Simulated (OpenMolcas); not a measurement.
# Ag⁴⁺ among point charges: CASSCF and CASPT2 levels and susceptibility

How does a field of 6 point charges split the states of Ag⁴⁺, and what χT follows?

The numbers are computed with OpenMolcas 26.06 (state-averaged CASSCF and CASPT2, spin-orbit coupling by RASSI with atomic mean-field integrals), except any that are marked as measured or tabulated.

**1. Starting point**

* Species: Ag⁴⁺ (silver, Z = 47, 43 electrons)
* Basis: ANO-RCC-VTZP [7s6p4d2f1g], 68 functions
* Scalar Hamiltonian: DKH2, point nucleus
* Inactive shells: 1s 2s 2p 3s 3p 3d 4s 4p
* Active space: 7 electrons in 5 orbitals (4d)
* Some configurations of this space: 4d⁷
* Orbitals: optimised for each spin and parity, averaged over all roots

The outer shells:

4d7
```
4d [↑↓][↑↓][↑ ][↑ ][↑ ]
```

The ion sits among 6 point charges of -0.8 e arranged as an octahedron (Oh), 1.83 Å from the ion.

The work runs as a chain of OpenMolcas steps in one folder; each step below is one input file. Labels, J, g values, rates, χT and fits are worked out afterwards by a script from the matrices that RASSI stores. The input lists half of the charges; inversion (Group=XYZ) makes the rest.

**2. GATEWAY and SEWARD: basis and integrals**

The input, a.inp:

```
&GATEWAY
Coord
1

Ag 0.0 0.0 0.0
Basis=ANO-RCC-VTZP
Group=XYZ
NoMove
AngMom=0.0 0.0 0.0
AMFI
XField
3 Angstrom 0
1.830000 0.000000 0.000000 -0.800000
0.000000 1.830000 0.000000 -0.800000
0.000000 0.000000 1.830000 -0.800000
&SEWARD
```

Started as:

```bash
$ OMP_NUM_THREADS=1 MOLCAS_MEM=1689 MOLCAS_PROJECT=a pymolcas a.inp > a.log
```

**3. Reference wave functions, quartets of even parity, 10 roots**

The input, a.inp:

```
&RASSCF
FileOrb=start.orb
Symmetry=1
Spin=4
nActEl=7 0 0
Inactive=9 9
Ras2=5 0
CIRoot=10 10 1
SDav=10
CIMx=300
Iter=120 100
PrWF=0.3
OrbListing=Nothing
MaxOrb=0
>>> COPY $Project.JobIph JOB001
```

start.orb holds the contracted functions of the basis, ordered by shell, or the orbitals of the step before.

**4. CASSCF: doublets of even parity, 40 roots**

The input, a.inp:

```
&RASSCF
FileOrb=start.orb
Symmetry=1
Spin=2
nActEl=7 0 0
Inactive=9 9
Ras2=5 0
CIRoot=40 40 1
SDav=40
CIMx=300
Iter=120 100
PrWF=0.3
OrbListing=Nothing
MaxOrb=0
>>> COPY $Project.JobIph JOB002
```

**5. State interaction with spin-orbit coupling**

The input, a.inp:

```
&RASSI
NrOfJobIphs=2 10 40
1 2 3 4 5 6 7 8 9 10
1 2 3 4 5 6 7 8 9 10 11 12 13 14 15 16 17 18 19 20 21 22 23 24 25 26 27
28 29 30 31 32 33 34 35 36 37 38 39 40
IphNames
JOB001
JOB002
EJob
SpinOrbit
DIPRint=1.0
SOCoupling=1000.0
Subsets=2
Property=9
'ANGMOM' 1 'ANGMOM' 2 'ANGMOM' 3 'MLTPL  1' 1 'MLTPL  1' 2 'MLTPL  1' 3
'AMFI' 1 'AMFI' 2 'AMFI' 3
SOProperty=3
'ANGMOM' 1 'ANGMOM' 2 'ANGMOM' 3
```

**6. CASPT2: IPEA 0.25, imaginary shift 0.1 (closed shells correlated: 4s 4p)**

The input, a.inp:

```
>>> COPY JOB001 $Project.JobIph
&CASPT2
Multistate=10 1 2 3 4 5 6 7 8 9 10
NoMult
Frozen=8 6
IPEA=0.25
Imaginary=0.1
MaxIter=60
WThr=0.0 0.3 0.05
PrWF=0.5
NoMix
>>> COPY JOB002 $Project.JobIph
&CASPT2
Multistate=40 1 2 3 4 5 6 7 8 9 10 11 12 13 14 15 16 17 18 19 20 21 22
23 24 25 26 27 28 29 30 31 32 33 34 35 36 37 38 39 40
NoMult
Frozen=8 6
IPEA=0.25
Imaginary=0.1
MaxIter=60
WThr=0.0 0.3 0.05
PrWF=0.5
NoMix
```

(Steps that only read results are left out.)

Before running it: what results should come out? Wanted: spin-free ground state; first state of the same spin within the active space; lowest level; next level.

As calculated:

```
                                            quantity                                                                        value
                                              method  SS-CASPT2, IPEA 0.25, imaginary shift 0.1 (closed shells correlated: 4s 4p)
                              spin-free ground state                                              4T1, 3-fold in its orbital part
first state of the same spin within the active space                                                             4T2 at 2490 cm⁻¹
                                        lowest level                                              2-fold Γ6, g = 4.97, 4.97, 4.97
                                          next level                                                                   623.3 cm⁻¹
                                         χT at 300 K                                                               4.11 cm³ K/mol
                           effective moment at 300 K                                                                      5.73 μB
```

Cost by method:

```
                                              method  time of its own steps  time with the reference
                                           A. CASSCF                  7.6 s                    7.6 s
B. SS-CASPT2, IPEA 0.25, imaginary shift 0.1, +4s 4p                  4.5 s                     12 s
```

Times are of one thread on a shared host.

In words: The spin-free ground state (4T1) comes to 100 % from free-ion F terms and keeps the highest spin of the shell. χT at 300 K is 4.11, against 1.88 cm³ K/mol for the spin alone, so orbital moment adds to it. An active space of the d shell alone favours high spin; real ions in strong fields can be low spin. A ligand-field fit to the states below 45000 cm-1 gives 10Dq = 2962 cm-1, B = 865 cm-1 and C = 4125 cm-1 (C/B = 4.77), with a deviation of 372 cm-1. CASPT2 does not keep the components of a term degenerate, and the means are used. The field of point charges can differ much from that of real complexes. With metal d orbitals alone active, the gaps between spin states are rough; where two lie within a few thousand cm-1, their order is open. Point charges carry no covalency, so the field is a model and not that of real ligands.
